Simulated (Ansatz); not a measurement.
**HfSi (singlet): the correlation ladder, def2-SVP**

One table from this session's results is given with a row withheld; the runs are named, their logs left out.

Computed with Ansatz 0.2.0, Gaussian basis. Level: def2-SVP, core rule «outside noble gas», up to 9 orbitals frozen.

The runs, in order: UHF; CCSD(T) on RHF; CCSD(T) on UHF; CISD; CCSDT(Q) on RHF; CCSDT(Q) on UHF; CCSDTQ on RHF.

12 further runs of the same task are left out: 8 for a known fault of the program, 4 set aside as unsound or not needed.

## What is computed

The geometry is a PBE0/def2-TZVP stationary point (not a proven minimum). No spin-orbit coupling is included. Elements past krypton take def2 core potentials.

2 atoms, charge 0, spin multiplicity 1.

Atoms are counted from 1 here; the program's logs count them from 0.

Bond lengths: Hf1–Si2 2.310 Å.

Set-up of the first run:

Contents of in.yaml:

```yaml
crystal:
  periodic: [false, false, false]
  atoms:
    - {symbol: Hf, position_ang: [0.000000, 0.000000, 0.000000]}
    - {symbol: Si, position_ang: [0.000000, 0.000000, 2.310058]}
basis:
  gaussian: {orbitals: def2-SVP}
magnetization: {spin_polarized: true, initial_magnetization: 0}
hamiltonian: {xc: hf}
output: {orbitals: {seedname: orbitals}}
```

Launch:

```console
$ ansatz run in.yaml --threads 1 --pin off --events-out ev --progress --plain --max-ram 4096MiB --backend cpu
```

Among the steps run: UHF; CCSD(T) on RHF; CCSD(T) on UHF; CISD; CCSDT(Q) on RHF; CCSDT(Q) on UHF; CCSDTQ on RHF.

One table of the session follows, with a row left open; its other results are not shown here.

| method | from RCCSDTQ (kcal/mol) |
| --- | --- |
| RHF | +137.73 |
| RMP2 | +14.54 |
| UMP2 | +46.02 |
| RCCSD | +12.94 |
| UCCSD | +13.20 |
| RCCSD(T) | +1.96 |
| UCCSD(T) | ? |
| RCCSDT | +1.57 |
| UCCSDT | +1.95 |
| RCCSDT(Q) | -0.35 |
| UCCSDT(Q) | -1.06 |
| RCCSDTQ | 0 |

Estimate the missing values for UCCSD(T).

As computed: from RCCSDTQ (kcal/mol): +3.19. In the column «from RCCSDTQ (kcal/mol)» it lies between RCCSD(T) (+1.96) and RCCSD (+12.94).

Limits of these values: The determinant is far from a pure spin state, so its energy mixes those of several spin states (harmless only where they are near-degenerate, as at dissociation). Left out of the table: UHF (another determinant or state than the rows shown). The program flags UCCSD(T) as in doubt, so those rows may rest on another solution; read them beside their warnings. Restricted and unrestricted rows rest on different reference determinants; where their highest levels disagree by more than a few hundredths of an eV, they describe different states and don't form one ladder.
